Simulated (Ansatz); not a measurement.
**H₅N₂OY: how energies converge with the basis set**

The task here is to estimate one member of a computed series from the others.

Method: one geometry, several basis sets; program: Ansatz 0.2.0, Gaussian basis.

Plan: PBE0-D4/def2-SVP; ωB97M-V/def2-SVP; PBE0-D4/def2-QZVPP; ωB97M-V/def2-QZVPP; the functionals' def2-TZVPP values are taken from earlier runs.

### The relaxed structure

An earlier PBE0-D4 in a triple-zeta def2 set relaxation fixed the geometry. Y takes the def2 core potential; no spin-orbit term is included.

9 atoms, charge 0, spin multiplicity 1.

Atoms are counted from 1 here; the program's logs count them from 0.

Bond lengths: N1–Y2 2.156 Å, N1–H5 1.013 Å, N1–H6 1.014 Å, Y2–N3 2.156 Å, Y2–O4 2.028 Å, N3–H7 1.014 Å, N3–H8 1.013 Å, O4–H9 0.952 Å. Angles: Y2–N1–H5 127.5°, Y2–N1–H6 126.6°, H5–N1–H6 105.9°, N1–Y2–N3 117.8°, N1–Y2–O4 121.1°, N3–Y2–O4 121.1°, Y2–N3–H7 126.6°, Y2–N3–H8 127.5°, H7–N3–H8 105.9°, Y2–O4–H9 179.9°.

Set-up of the first run:

The input, in.yaml:

```yaml
crystal:
  periodic: [false, false, false]
  atoms:
    - {symbol: N, position_ang: [-1.034198, 1.679747, 0.366830]}
    - {symbol: Y, position_ang: [-0.173032, -0.272211, 0.057452]}
    - {symbol: N, position_ang: [1.862161, -0.374827, -0.645812]}
    - {symbol: O, position_ang: [-1.241837, -1.957472, 0.417102]}
    - {symbol: H, position_ang: [-1.968848, 1.897637, 0.691304]}
    - {symbol: H, position_ang: [-0.577758, 2.572216, 0.215066]}
    - {symbol: H, position_ang: [2.470946, 0.409549, -0.850636]}
    - {symbol: H, position_ang: [2.407292, -1.206869, -0.837876]}
    - {symbol: H, position_ang: [-1.744735, -2.747768, 0.586568]}
basis:
  gaussian: {orbitals: def2-SVP}
hamiltonian: {xc: pbe0, dispersion: d4}
output: {orbitals: {seedname: orbitals}}
```

The run is started by

```sh
ansatz run in.yaml --threads 4 --pin off --events-out ev --progress --plain --max-ram 10444MiB
```

Among the steps run: PBE0-D4 in def2-SVP; ωB97M-V in def2-SVP; PBE0-D4 in def2-QZVPP; ωB97M-V in def2-QZVPP.

One of the session's tables, all rows but one given; the rest of the session is left out.

It belongs to the step «Density functionals: the series». 

```
functional       basis  HOMO (eV)  LUMO (eV)
   PBE0-D4    def2-SVP      -6.18      -1.09
   PBE0-D4  def2-TZVPP      -6.41      -1.20
   PBE0-D4  def2-QZVPP      -6.47      -1.23
   ωB97M-V    def2-SVP      -8.54       0.21
   ωB97M-V  def2-TZVPP      -8.79       0.02
   ωB97M-V  def2-QZVPP          ?          ?
```

**Question.** Estimate the row for ωB97M-V, def2-QZVPP.

The run gave: HOMO (eV): -8.84; LUMO (eV): -0.15. In the column «HOMO (eV)» it is the lowest.
